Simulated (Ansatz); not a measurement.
**AsH3+ (quartet): from Hartree-Fock to the top rungs, cc-pVTZ**

An exercise on one series of results from a longer session: the logs are not shown, and one member is left open.

Method: cc-pVTZ, core rule «outside noble gas», up to 14 orbitals frozen; program: Ansatz 0.2.0, Gaussian basis.

The runs, in order: UHF; CCSD(T) on ROHF; CCSD(T) on UHF; BCCD(T) on ROHF; CCSDT(Q) on ROHF; CCSDT(Q) on UHF; CASSCF and MRCISD+Q, 7 electrons in 7 orbitals; CASSCF and NEVPT2, 7 electrons in 7 orbitals.

11 further runs of the same task are left out: 5 that didn't finish, 6 set aside as unsound or not needed. Runs told in other sessions of the task aren't counted.

**The geometry**

The geometry is a PBE0/def2-TZVP stationary point (not a proven minimum) of the parent state, kept for this charge and spin. No spin-orbit coupling is included. The filled d shell of As may be among the frozen orbitals whatever the setting's name suggests.

4 atoms, charge 1, spin multiplicity 4.

Atoms are counted from 1 here; the program's logs count them from 0.

Bond lengths: As1–H2 1.497 Å, As1–H3 1.497 Å, As1–H4 1.497 Å. Angles: H2–As1–H3 112.5°, H2–As1–H4 112.5°, H3–As1–H4 112.5°.

Set-up of the first run:

The input, in.yaml:

```yaml
crystal:
  periodic: [false, false, false]
  atoms:
    - {symbol: As, position_ang: [0.000054, -0.000013, -0.016190]}
    - {symbol: H, position_ang: [1.436166, 0.013750, 0.405932]}
    - {symbol: H, position_ang: [-0.731713, 1.238539, 0.397694]}
    - {symbol: H, position_ang: [-0.708471, -1.251307, 0.399802]}
basis:
  gaussian: {orbitals: cc-pVTZ}
total_charge: 1
magnetization: {spin_polarized: true, initial_magnetization: 3}
hamiltonian: {xc: hf}
output: {orbitals: {seedname: orbitals}}
```

Started as:

```
$ ansatz run in.yaml --threads 1 --pin off --events-out ev --progress --plain --max-ram 2393MiB
```

Among the steps run: UHF; CCSD(T) on ROHF; CCSD(T) on UHF; BCCD(T) on ROHF; CCSDT(Q) on ROHF; CCSDT(Q) on UHF; CASSCF and MRCISD+Q, 7 electrons in 7 orbitals; CASSCF and NEVPT2, 7 electrons in 7 orbitals.

One of the session's tables, all rows but one given; the rest of the session is left out.

It belongs to the step «Misses and costs». 

| method | from RCCSDT(Q) (meV) |
| --- | --- |
| ROHF | +3949.5 |
| UHF | +3833.7 |
| RMP2 | +926.3 |
| UMP2 | +925.0 |
| RCCSD | +246.8 |
| UCCSD | +233.5 |
| RCCSD(T) | +99.5 |
| UCCSD(T) | +89.6 |
| BCCD(T) | +98.7 |
| RCCSDT | +15.0 |
| UCCSDT | +5.1 |
| RCCSDT(Q) | 0 |
| UCCSDT(Q) | ? |
| CASSCF valence | +2884.3 |
| NEVPT2 valence | +757.9 |
| MRCISD valence | +248.7 |
| MRCISD+Q valence | +113.7 |

Q: Estimate the row for UCCSDT(Q) from the others.

As computed: from RCCSDT(Q) (meV): -10.3. In the column «from RCCSDT(Q) (meV)» it is the lowest.

To keep in mind: Restricted and unrestricted rows rest on different reference determinants; a gap between their highest levels can come from leftover correlation error, from unlike frozen cores or from another state.
